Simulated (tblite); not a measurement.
# BH6O3Si3: the cost of one run

Computed with tblite 0.8.0 and PySCF 2.14.0, with density-fitted response routines of our own, on a single molecule in the gas phase. Atoms are numbered from 0 throughout.

### Step 1. The molecule as given

13 atoms, charge 0, multiplicity 2; geometry from: force field or distance geometry start.

Bonds of the start (Å): B0–Si1 1.95, Si1–O2 1.68, O2–Si3 1.70, Si3–O4 1.68, O4–Si5 1.69, Si5–O6 1.71, O6–Si1 1.71, B0–H7 1.17, Si1–H8 1.50, Si3–H9 1.47, Si3–H10 1.49, Si5–H11 1.47, Si5–H12 1.46.

### Step 2. Geometry optimisation with GFN2-xTB

Job settings and geometry (Å):

```
{"job": {"kind": "relax", "xc": "GFN2-xTB", "basis": "xTB"}, "charge": 0, "multiplicity": 2}
B      2.141600    -0.644000    -0.947700
Si     1.085300    -0.511300     0.689000
O     -0.233900    -1.556400     0.609700
Si    -1.655600    -0.902800    -0.044700
O     -1.809700     0.769300     0.004900
Si    -0.367100     1.639100    -0.170300
O      0.685800     1.109700     1.075600
H      3.316200    -0.664600    -0.950400
H      1.901300    -0.993600     1.850800
H     -1.913900    -1.373900    -1.415600
H     -2.791600    -1.449100     0.752700
H     -0.628000     3.079600     0.008400
H      0.265200     1.498600    -1.480300
```

On the command line:

```
> OMP_NUM_THREADS=1 python probes_run.py task.json out
```

One launch serves the whole session: the jobs run in the order shown.

Q: Estimate the wall time of this first job on 1 thread of Arm Neoverse V2, shared host.

About 1 s.
